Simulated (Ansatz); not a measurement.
Ba2Tl5V3O12 in Ansatz: the effect of Hubbard term

The system is Ba2Tl5V3O12.

```
Ba V Tl O
1.0
     6.48991   -6.67692   -0.04765
     6.48991    6.67692   -0.04765
    -1.96739    0.00000    5.75220
Ba V Tl O
2 3 5 12
Cartesian
  6.4899 0.2782 -0.0476
  6.4899 -3.9079 -0.0476
  9.8970 1.9304 1.4039
  1.1155 1.9304 4.2530
  5.5062 -0.9938 2.8285
  7.5378 2.3899 3.6011
  3.4747 2.3899 2.0558
  5.5062 6.4755 2.8285
  2.4016 -1.2210 1.2385
  8.6109 -1.2210 4.4184
  0.8627 1.7317 2.5341
  6.4815 0.0639 3.8372
  7.0413 -3.2392 4.8045
  8.1926 1.8299 1.1215
  6.5476 -1.8120 1.7511
  0.1757 0.7388 5.0824
  4.4649 -1.8120 3.9058
  10.8367 0.7388 0.5745
  3.9711 -3.2392 0.8524
  2.8198 1.8299 4.5354
  10.1497 1.7317 3.1228
  4.5309 0.0639 1.8197
```

The cell was built by a generator and needn't be a form met in nature.

Alike in all runs:

- Program: Ansatz 0.2.0
- Task: single point
- Functional: PBE
- Potentials or basis: all-electron LAPW, scalar-relativistic
- Cutoff: 482 eV (chosen from the basis error)
- Basis error allowed: 0.003 eV/atom
- k mesh: 2 × 2 × 4
- Occupations: fermi-dirac, width 0.05 eV
- Spin: collinear spin, ferromagnetic start
- Starting moments: [0.0, 0.0, 2.0, 2.0, 2.0, 0.0, 0.0, 0.0, 0.0, 0.0, 0.0, 0.0, 0.0, 0.0, 0.0, 0.0, 0.0, 0.0, 0.0, 0.0, 0.0, 0.0] μB

```tsv
Hubbard term	gap on the mesh (eV)	pressure (GPa)	largest force (eV/Å)
none	2.91	0.0	0.01
V d U = 3 eV	2.92	0.2	0.11
V d U = 6 eV	?	?	?
```

Q: What does the run with Hubbard term V d U = 6 eV give?

A: gap on the mesh 2.94 eV; pressure 0.5 GPa; largest force 0.25 eV/Å.

Caveats: spin-orbit coupling is left out, which as a rule narrows the gap of such compounds by several tenths of an eV; the starting moments weren't kept; the magnetic state may not be the lowest (some runs); U is the effective U less J, on atomic orbitals that reach past the spheres (some runs).

A k mesh can miss the band edges.
